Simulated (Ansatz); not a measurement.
**CH3ClO2Si: small, medium and large basis sets**

Aim: see how fast density functionals converge with the basis set for CH3ClO2Si.

Method: one geometry, several basis sets; program: Ansatz 0.2.0, Gaussian basis.

Plan: PBE0-D4/def2-SVP; ωB97M-V/def2-SVP; PBE0-D4/def2-QZVPP; ωB97M-V/def2-QZVPP; the functionals' def2-TZVPP values are taken from earlier runs.

## Step 1: Structure used throughout

The geometry comes from an earlier relaxation with PBE0-D4 in a triple-zeta def2 set; it is a stationary point, not always the lowest conformer.

SMILES `ClC1O[SiH2]O1`, 8 atoms, charge 0, spin multiplicity 1.

Atoms are counted from 1 here; the program's logs count them from 0.

Bond lengths: Cl1–C2 1.787 Å, C2–O3 1.403 Å, C2–O5 1.403 Å, C2–H6 1.090 Å, O3–Si4 1.674 Å, Si4–O5 1.674 Å, Si4–H7 1.478 Å, Si4–H8 1.479 Å. Angles: Cl1–C2–O3 111.5°, Cl1–C2–O5 111.5°, Cl1–C2–H6 106.1°, O3–C2–O5 102.3°, O3–C2–H6 112.7°, O5–C2–H6 112.7°, C2–O3–Si4 88.1°, O3–Si4–O5 81.5°, O3–Si4–H7 114.7°, O3–Si4–H8 116.0°, O5–Si4–H7 114.7°, O5–Si4–H8 116.0°, H7–Si4–H8 111.1°, C2–O5–Si4 88.1°.

## Step 2: PBE0-D4 in def2-SVP

in.yaml reads:

```yaml
crystal:
  periodic: [false, false, false]
  atoms:
    - {symbol: Cl, position_ang: [-2.195871, 0.509656, 0.974368]}
    - {symbol: C, position_ang: [-0.524188, 0.766622, 0.397635]}
    - {symbol: O, position_ang: [0.378461, -0.100723, 1.032016]}
    - {symbol: Si, position_ang: [0.716137, -0.757858, -0.470624]}
    - {symbol: O, position_ang: [-0.384373, 0.408684, -0.952118]}
    - {symbol: H, position_ang: [-0.298604, 1.817288, 0.580653]}
    - {symbol: H, position_ang: [2.098741, -0.537850, -0.945701]}
    - {symbol: H, position_ang: [0.301897, -2.163018, -0.672126]}
basis:
  gaussian: {orbitals: def2-SVP}
hamiltonian: {xc: pbe0, dispersion: d4}
output: {orbitals: {seedname: orbitals}}
```

Launch:

```bash
> ansatz run in.yaml --threads 2 --pin off --events-out ev --progress --plain --max-ram 4352MiB
```

The runs that follow: ωB97M-V in def2-SVP; PBE0-D4 in def2-QZVPP; ωB97M-V in def2-QZVPP.

**Question.** What will the summary of the whole plan be? Wanted: PBE0-D4: double and triple zeta above quadruple; ωB97M-V: double and triple zeta above quadruple.

As calculated:

| quantity | value |
| --- | --- |
| PBE0-D4: double and triple zeta above quadruple | 14.52, 0.94 eV |
| ωB97M-V: double and triple zeta above quadruple | 14.56, 0.88 eV |

**Reading.** PBE0-D4 gains 13.58 eV from double to triple zeta, then 0.94 eV more. Total energies overstate the basis error of differences, where much of it tends to cancel. The LUMO of ωB97M-V is positive and keeps falling with the basis (1.41 to 0.58 eV): an unbound level that the basis holds in place.
